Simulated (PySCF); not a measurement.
# Cu-: dipole response in aug-cc-pVDZ-DK

Aim: the static polarisability and the C₆ coefficient of Cu-, method by method.

Program: PySCF 2.14.0. Level of theory: unrestricted determinants in a Gaussian basis, no spin-orbit coupling in the energies. These are calculated values, not measurements, unless marked.

### 1 Starting point

* Element: copper (Z = 29)
* Basis: aug-cc-pVDZ-DK (7s6p4d2f, 59 functions)
* Hamiltonian: scalar relativity by spin-free X2C-1e
* State 1: Cu-: [Ar] 3d10 4s2, closed-shell 1S
* Methods: UHF, PBE, PBE0, BP86, wB97X

Outer shells as boxes (Hund's rule):

Cu- [Ar] 3d10 4s2
```
[Ar] core
3d [↑↓][↑↓][↑↓][↑↓][↑↓]
4s [↑↓]
```

One driver process ran all states and methods and kept the integrals in memory. Each run is shown as a PySCF script that sums up its settings (the driver passes frozen orbitals as a list and adds second-order terms of double hybrids); the logs are those of the runs themselves. The driver starts from symmetry-adapted Hartree-Fock orbitals, holds the occupation by maximum overlap and uses a logarithmic radial grid for functionals, so a plain start would take other cycles.

The integrals over 59 functions and the set-up took 1.1 s of CPU time.

### 2 Cu-, method by method

#### UHF

File input.py:

```python
from pyscf import gto, scf, dft, mp, cc
import basis_set_exchange as bse
mol = gto.M(atom="Cu 0 0 0", charge=-1, spin=0, symmetry="D2h",
            basis=gto.basis.parse(bse.get_basis("aug-cc-pVDZ-DK", elements=["Cu"], fmt="nwchem")),
            nucmod="G")
mf = scf.UHF(mol).sfx2c1e()
mf.irrep_nelec = {'Ag': (6, 6), 'B1g': (1, 1), 'B2g': (1, 1), 'B3g': (1, 1), 'B1u': (2, 2), 'B2u': (2, 2), 'B3u': (2, 2)}
mf.kernel()
```

Log:

```text
damping factor = 0
level_shift factor = 0
DIIS = <class 'pyscf.scf.diis.CDIIS'>
diis_start_cycle = 1
diis_space = 10
diis_damp = 0
SCF conv_tol = 1e-09
SCF conv_tol_grad = None
number electrons alpha = 15  beta = 15
cycle= 1 E= -1653.14907897054  delta_E= -4.71e-11  |g|= 2.53e-05  |ddm|= 4.96e-05
converged SCF energy = -1653.14907897054  <S^2> = 1.7763568e-15  2S+1 = 1
```

It used 1.6 s of CPU time after the integrals (shared host).

The occupied shells:

```csv
shell,electrons,mean orbital energy (eV),spread (eV),rms radius (bohr)
1s,2,-9041.6,0,0.0601
2s,2,-1128.1,0,0.254
2p,6,-968.76,0,0.228
3s,2,-134.70,0,0.766
3p,6,-85.905,0,0.819
3d,10,-7.455,0,1.17
4s,2,-0.560,0,5.03
```

⟨S²⟩ = 0.000, ⟨L²⟩ = 0.00.

The driver then solved the coupled dipole response at imaginary frequencies: mean α = 382.4 bohr³, C₆ = 7088 au for a like pair.

#### PBE

Changes to input.py:

```diff
@@ -5,3 +5,3 @@
             nucmod="G")
-mf = scf.UHF(mol).sfx2c1e()
+mf = dft.UKS(mol, xc="PBE").sfx2c1e()
 mf.irrep_nelec = {'Ag': (6, 6), 'B1g': (1, 1), 'B2g': (1, 1), 'B3g': (1, 1), 'B1u': (2, 2), 'B2u': (2, 2), 'B3u': (2, 2)}
```

Log:

```text
damping factor = 0
level_shift factor = 0
DIIS = <class 'pyscf.scf.diis.CDIIS'>
diis_start_cycle = 1
diis_space = 10
diis_damp = 0
SCF conv_tol = 1e-09
SCF conv_tol_grad = None
number electrons alpha = 15  beta = 15
XC functionals = PBE
    J. P. Perdew, K. Burke, and M. Ernzerhof.,  Phys. Rev. Lett. 77, 3865 (1996)
    J. P. Perdew, K. Burke, and M. Ernzerhof.,  Phys. Rev. Lett. 78, 1396 (1997)
    J. P. Perdew, K. Burke, and M. Ernzerhof.,  Phys. Rev. Lett. 77, 3865 (1996)
    J. P. Perdew, K. Burke, and M. Ernzerhof.,  Phys. Rev. Lett. 78, 1396 (1997)
cycle= 1 E= -1654.41170529312  delta_E= 0.14  |g|= 0.994  |ddm|= 0.812
cycle= 2 E= -1653.27807317279  delta_E= 1.13  |g|= 2.68  |ddm|= 1.58
cycle= 3 E= -1654.57792641195  delta_E= -1.3  |g|= 0.258  |ddm|= 1.21
cycle= 4 E= -1654.59018339412  delta_E= -0.0123  |g|= 0.14  |ddm|= 0.392
cycle= 5 E= -1654.59625782781  delta_E= -0.00607  |g|= 0.0119  |ddm|= 0.227
cycle= 6 E= -1654.59636338834  delta_E= -0.000106  |g|= 0.000193  |ddm|= 0.038
cycle= 7 E= -1654.59636341306  delta_E= -2.47e-08  |g|= 6.85e-05  |ddm|= 0.000681
cycle= 8 E= -1654.59636341383  delta_E= -7.72e-10  |g|= 8.2e-06  |ddm|= 8.03e-05
converged SCF energy = -1654.59636341383  <S^2> = 1.0658141e-14  2S+1 = 1
```

It used 1.5 s of CPU time after the integrals (shared host).

At PBE the highest occupied level has a positive energy, so only the finite basis holds that electron; in a density functional this comes from self-interaction and does not mean that the real anion is unbound.

#### PBE0

Changes to input.py:

```diff
@@ -5,3 +5,3 @@
             nucmod="G")
-mf = dft.UKS(mol, xc="PBE").sfx2c1e()
+mf = dft.UKS(mol, xc="PBE0").sfx2c1e()
 mf.irrep_nelec = {'Ag': (6, 6), 'B1g': (1, 1), 'B2g': (1, 1), 'B3g': (1, 1), 'B1u': (2, 2), 'B2u': (2, 2), 'B3u': (2, 2)}
```

Log:

```text
damping factor = 0
level_shift factor = 0
DIIS = <class 'pyscf.scf.diis.CDIIS'>
diis_start_cycle = 1
diis_space = 10
diis_damp = 0
SCF conv_tol = 1e-09
SCF conv_tol_grad = None
number electrons alpha = 15  beta = 15
XC functionals = PBE0
    C. Adamo and V. Barone.,  J. Chem. Phys. 110, 6158 (1999)
    M. Ernzerhof and G. E. Scuseria.,  J. Chem. Phys. 110, 5029 (1999)
cycle= 1 E= -1654.54388503271  delta_E= -0.00239  |g|= 0.355  |ddm|= 0.431
cycle= 2 E= -1654.41942596954  delta_E= 0.124  |g|= 0.914  |ddm|= 0.586
cycle= 3 E= -1654.56519855763  delta_E= -0.146  |g|= 0.00624  |ddm|= 0.428
cycle= 4 E= -1654.56518632489  delta_E= 1.22e-05  |g|= 0.0105  |ddm|= 0.0185
cycle= 5 E= -1654.56521166309  delta_E= -2.53e-05  |g|= 1.4e-05  |ddm|= 0.00693
cycle= 6 E= -1654.56521166347  delta_E= -3.85e-10  |g|= 2.05e-06  |ddm|= 0.000306
converged SCF energy = -1654.56521166347  <S^2> = 1.7763568e-15  2S+1 = 1
```

It used 1.3 s of CPU time after the integrals (shared host).

At PBE0 the highest occupied level has a positive energy, so only the finite basis holds that electron; in a density functional this comes from self-interaction and does not mean that the real anion is unbound.

#### BP86

Changes to input.py:

```diff
@@ -5,3 +5,3 @@
             nucmod="G")
-mf = dft.UKS(mol, xc="PBE0").sfx2c1e()
+mf = dft.UKS(mol, xc="B88,P86").sfx2c1e()
 mf.irrep_nelec = {'Ag': (6, 6), 'B1g': (1, 1), 'B2g': (1, 1), 'B3g': (1, 1), 'B1u': (2, 2), 'B2u': (2, 2), 'B3u': (2, 2)}
```

Log:

```text
damping factor = 0
level_shift factor = 0
DIIS = <class 'pyscf.scf.diis.CDIIS'>
diis_start_cycle = 1
diis_space = 10
diis_damp = 0
SCF conv_tol = 1e-09
SCF conv_tol_grad = None
number electrons alpha = 15  beta = 15
XC functionals = B88,P86
    A. D. Becke.,  Phys. Rev. A 38, 3098 (1988)
    J. P. Perdew.,  Phys. Rev. B 33, 8822 (1986)
cycle= 1 E= -1654.93763813508  delta_E= 0.135  |g|= 0.989  |ddm|= 0.833
cycle= 2 E= -1653.80725354918  delta_E= 1.13  |g|= 2.67  |ddm|= 1.57
cycle= 3 E= -1655.10164561661  delta_E= -1.29  |g|= 0.255  |ddm|= 1.19
cycle= 4 E= -1655.11387864265  delta_E= -0.0122  |g|= 0.139  |ddm|= 0.343
cycle= 5 E= -1655.11967180629  delta_E= -0.00579  |g|= 0.0108  |ddm|= 0.169
cycle= 6 E= -1655.11974251292  delta_E= -7.07e-05  |g|= 0.000542  |ddm|= 0.0257
cycle= 7 E= -1655.11974257663  delta_E= -6.37e-08  |g|= 0.000102  |ddm|= 0.000841
cycle= 8 E= -1655.11974257845  delta_E= -1.82e-09  |g|= 8.42e-06  |ddm|= 0.000116
cycle= 9 E= -1655.11974257846  delta_E= -1.23e-11  |g|= 1.12e-07  |ddm|= 1.73e-05
converged SCF energy = -1655.11974257846  <S^2> = 7.1054274e-15  2S+1 = 1
```

It used 1.7 s of CPU time after the integrals (shared host).

At BP86 the highest occupied level has a positive energy, so only the finite basis holds that electron; in a density functional this comes from self-interaction and does not mean that the real anion is unbound.

#### wB97X

Changes to input.py:

```diff
@@ -5,3 +5,3 @@
             nucmod="G")
-mf = dft.UKS(mol, xc="B88,P86").sfx2c1e()
+mf = dft.UKS(mol, xc="WB97X").sfx2c1e()
 mf.irrep_nelec = {'Ag': (6, 6), 'B1g': (1, 1), 'B2g': (1, 1), 'B3g': (1, 1), 'B1u': (2, 2), 'B2u': (2, 2), 'B3u': (2, 2)}
```

Log:

```text
damping factor = 0
level_shift factor = 0
DIIS = <class 'pyscf.scf.diis.CDIIS'>
diis_start_cycle = 1
diis_space = 10
diis_damp = 0
SCF conv_tol = 1e-09
SCF conv_tol_grad = None
number electrons alpha = 15  beta = 15
XC functionals = WB97X
    J.-D. Chai and M. Head-Gordon.,  J. Chem. Phys. 128, 084106 (2008)
cycle= 1 E= -1654.85127945442  delta_E= -0.0136  |g|= 0.279  |ddm|= 0.351
cycle= 2 E= -1654.81159283775  delta_E= 0.0397  |g|= 0.578  |ddm|= 0.427
cycle= 3 E= -1654.8649889579  delta_E= -0.0534  |g|= 0.0165  |ddm|= 0.268
cycle= 4 E= -1654.86523364981  delta_E= -0.000245  |g|= 0.0123  |ddm|= 0.0654
cycle= 5 E= -1654.86531773869  delta_E= -8.41e-05  |g|= 0.00141  |ddm|= 0.0524
cycle= 6 E= -1654.86532369467  delta_E= -5.96e-06  |g|= 0.000165  |ddm|= 0.0248
cycle= 7 E= -1654.8653238507  delta_E= -1.56e-07  |g|= 2.92e-05  |ddm|= 0.00482
cycle= 8 E= -1654.86532385748  delta_E= -6.78e-09  |g|= 8.92e-06  |ddm|= 0.00114
cycle= 9 E= -1654.8653238575  delta_E= -1.5e-11  |g|= 2.01e-07  |ddm|= 2.04e-05
converged SCF energy = -1654.8653238575  <S^2> = -1.7763568e-15  2S+1 = 1
```

CPU time 8.1 s on a shared host, the integrals not counted.

The driver then solved the coupled dipole response at imaginary frequencies: mean α = 222.2 bohr³, C₆ = 3147 au for a like pair.

Radial density 4πr²ρ of Cu- at UHF:

```csv
r (bohr),density
0.000925,0.273
0.00156,0.681
0.00262,1.66
0.00440,3.92
0.00740,8.70
0.0125,17.4
0.0209,28.8
0.0352,35.4
0.0593,30.2
0.0997,30.3
0.168,40.2
0.282,23.6
0.474,20.1
0.798,18.8
1.34,5.35
2.26,1.17
3.80,0.450
6.39,0.163
10.7,0.0233
18.1,7.52e-05
```

### 3 Polarisabilities and C₆

Cu-, in atomic units:

```csv
method,mean α,C₆ (like pair),S(−4)
UHF,382.4,7088,101800
wB97X,222.2,3147,37130
```

α(iu) at wB97X:

```csv
u (hartree),α(iu) (bohr³)
0,222.2
0.0500,159.2
0.100,91.99
0.200,39.37
0.300,21.98
0.500,10.34
0.750,5.901
1.00,4.087
1.50,2.487
2.00,1.728
3.00,0.9919
5.00,0.4622
```

### 4 Outcome

```
quantity                               value
α of Cu-  222.2 (wB97X) to 382.4 (UHF) bohr³
```

In words: A single London oscillator with the computed α and C₆ of Cu- at UHF would have ω = 4 C₆ / (3 α²) = 0.0646 hartree. The basis is finite, and no extrapolation was made.
